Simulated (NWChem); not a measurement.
# UBeckeHandH/MIDI! run of CH2NOSi (SMILES O=C=N[SiH2])

What is the vertical doublet–quartet gap of CH2NOSi at UBeckeHandH/MIDI!? 

The calculation is run with NWChem 7.3.0.

4 further runs of the same task are left out: 1 that didn't finish, 3 set aside as unsound or not needed.

### Step 1. The molecule

CH2NOSi: 6 atoms, total charge 0, spin state doublet. SMILES: `O=C=N[SiH2]`. The coordinates come from a PBE0-D4/def2-TZVP relaxation.

Bond lengths: O1–C2 1.164 Å, C2–N3 1.195 Å, N3–Si4 1.706 Å, Si4–H5 1.486 Å, Si4–H6 1.486 Å. Angles: O1–C2–N3 178.3°, C2–N3–Si4 162.2°, N3–Si4–H5 108.6°, N3–Si4–H6 108.6°, H5–Si4–H6 111.4°.

### Step 2. Energy and forces at UBeckeHandH/MIDI!

Input file ch2nosi.xyz:

```xyz
6

O      1.089700    -2.025700     1.610400
C      0.648500    -1.177800     0.945400
N      0.216300    -0.284900     0.279200
Si    -0.683300     0.591600    -0.875300
H      0.261300     1.214200    -1.839100
H     -1.490500     1.618700    -0.166800
```

Input file ch2nosi.nw:

```
start ch2nosi
memory 2200 mb
charge 0

geometry noautosym nocenter noautoz
  load format xyz ch2nosi.xyz
end

basis spherical
  * library "midi!"
end

dft
  xc beckehandh
  mult 2
  grid medium
  iterations 200
  print medium
end

task dft gradient
```

Command:

```bash
nwchem ch2nosi.nw > ch2nosi.out
```

The program printed:

```text
[...]
          Wavefunction type:  spin polarized.
          No. of atoms     :     6
          No. of electrons :    37
[...]
          Charge           :     0
          Spin multiplicity:     2
[...]
          AO basis - number of functions:    59
[...]
              XC Information
              --------------
           Becke half-and-half Method XC Potential
                     Hartree-Fock (Exact) Exchange  0.500
                        Slater Exchange Functional  0.500 local
            Perdew 1991 LDA Correlation Functional  0.500 local
[...]
 d= 0,ls=0.0,diis     1   -454.2264699365 -5.84D+02  6.91D-03  1.87D-01     0.2
[...]
 d= 0,ls=0.0,diis     8   -454.3124588459 -6.11D-07  6.67D-06  2.05D-07     1.2
[...]
         Total DFT energy =     -454.312458845859
      One electron energy =     -885.793791481799
           Coulomb energy =      341.755295261720
    Exchange-Corr. energy =      -40.412285363161
 Nuclear repulsion energy =      130.138322737382
[...]
      <S2> =      0.7528 (Exact =     0.7500)
[...]
  wavefunction    = open shell
                         DFT ENERGY GRADIENTS
    atom               coordinates                        gradient
                 x          y          z           x          y          z
   1 O       2.059234  -3.828018   3.043215   -0.002295   0.003052  -0.003142
   2 C       1.225487  -2.225719   1.786547    0.004859  -0.005912   0.006519
   3 N       0.408748  -0.538383   0.527611   -0.003267   0.004090  -0.004416
   4 Si     -1.291250   1.117962  -1.654077   -0.000193   0.002097  -0.000660
   5 H       0.493785   2.294505  -3.475395   -0.000099  -0.001528   0.001374
   6 H      -2.816637   3.058899  -0.315206    0.000996  -0.001799   0.000325
[...]
```

It took 2.5 s on 1 thread of AMD EPYC 9B45 (Zen 5), shared host; peak memory 0.12 GiB.

### Step 3. The quartet at the same level

ch2nosi.xyz: that of step 2 with these lines changed.

```diff
@@ -1,3 +1,3 @@
 6
-
+CH2NOSi
 O      1.089700    -2.025700     1.610400
```

Input file run.py:

```python
from ase.io import read
from ase.calculators.nwchem import NWChem

molecule = read('ch2nosi.xyz')

calc = NWChem(
    label='ch2nosi',
    theory='dft',
    memory='2200 mb',
    basis='"midi!"',
    basispar='spherical',
    dft={'xc': 'beckehandh', 'mult': '4', 'grid': 'medium', 'iterations': '150'},
)
molecule.calc = calc

forces = molecule.get_forces()
print("Total energy (eV):", round(molecule.get_potential_energy(), 6))
print("forces (eV/A):")
for s, f in zip(molecule.symbols, forces):
    print(f"{s:2s} {f[0]:10.5f} {f[1]:10.5f} {f[2]:10.5f}")
```

Command:

```bash
export ASE_NWCHEM_COMMAND="nwchem PREFIX.nwi > PREFIX.nwo"
python run.py
```

The program printed:

```text
Total energy (eV): -12355.259088
forces (eV/A):
O     2.23727   -5.32589    3.61811
C     0.74937   -0.74490    0.96370
N    -2.00351    6.26768   -3.60186
Si   -1.74043   -0.14285   -1.78867
H     0.61527   -0.08207    0.17957
H     0.14203    0.02797    0.62915
```

The calculator wrote ch2nosi.nwi:

```
title "ch2nosi"

permanent_dir ch2nosi

scratch_dir ch2nosi

start ch2nosi

geometry units angstrom nocenter noautosym noautoz
  O  1.0896999999999999e+00 -2.0257000000000001e+00 1.6104000000000001e+00
  C  6.4849999999999997e-01 -1.1778000000000000e+00 9.4540000000000002e-01
  N  2.1629999999999999e-01 -2.8489999999999999e-01 2.7920000000000000e-01
  Si -6.8330000000000002e-01 5.9160000000000001e-01 -8.7529999999999997e-01
  H  2.6129999999999998e-01 1.2141999999999999e+00 -1.8391000000000000e+00
  H  -1.4904999999999999e+00 1.6187000000000000e+00 -1.6680000000000000e-01
end

memory 2200 mb

basis spherical noprint
   * library "midi!"
end

dft
  xc beckehandh
  mult 4
  grid medium
  iterations 150
end

task dft gradient
```

ch2nosi.nwo (excerpt; [...] marks lines left out):

```text
[...]
         Total DFT energy =     -454.047400484456
[...]
  wavefunction    = open shell
                         DFT ENERGY GRADIENTS
    atom               coordinates                        gradient
                 x          y          z           x          y          z
   1 O       2.059234  -3.828018   3.043215   -0.043508   0.103572  -0.070361
   2 C       1.225487  -2.225719   1.786547   -0.014573   0.014486  -0.018741
   3 N       0.408748  -0.538383   0.527611    0.038962  -0.121887   0.070045
   4 Si     -1.291250   1.117962  -1.654077    0.033846   0.002778   0.034784
   5 H       0.493785   2.294505  -3.475395   -0.011965   0.001596  -0.003492
   6 H      -2.816637   3.058899  -0.315206   -0.002762  -0.000544  -0.012235
[...]
```

It took 5.7 s on 1 thread of AMD EPYC 9B45 (Zen 5), shared host; peak memory 0.12 GiB.

### Step 4. Outcome

At UBeckeHandH/MIDI!:

| quantity | value |
| --- | --- |
| doublet: total energy | -454.31246 Eh |
| doublet: dipole moment | 1.53 D |
| doublet: HOMO energy (highest over α and β) | -6.90 eV |
| doublet: LUMO energy (lowest over α and β) | -1.36 eV |
| doublet: ⟨S²⟩ | 0.753 |
| doublet: largest force on an atom | 0.517 eV/Å |
| quartet: total energy | -454.04740 Eh |
| quartet: dipole moment | 0.29 D |
| quartet: HOMO energy (highest over α and β) | -1.92 eV |
| quartet: ⟨S²⟩ | 3.789 |
| quartet: largest force on an atom | 7.501 eV/Å |
| vertical energy of the quartet above the doublet | 7.213 eV |

What this shows: At this shape the quartet lies 7.21 eV (166 kcal/mol) above the doublet. The largest force (doublet) is 0.52 eV/Å: the shape isn't a stationary point for this species at this level.
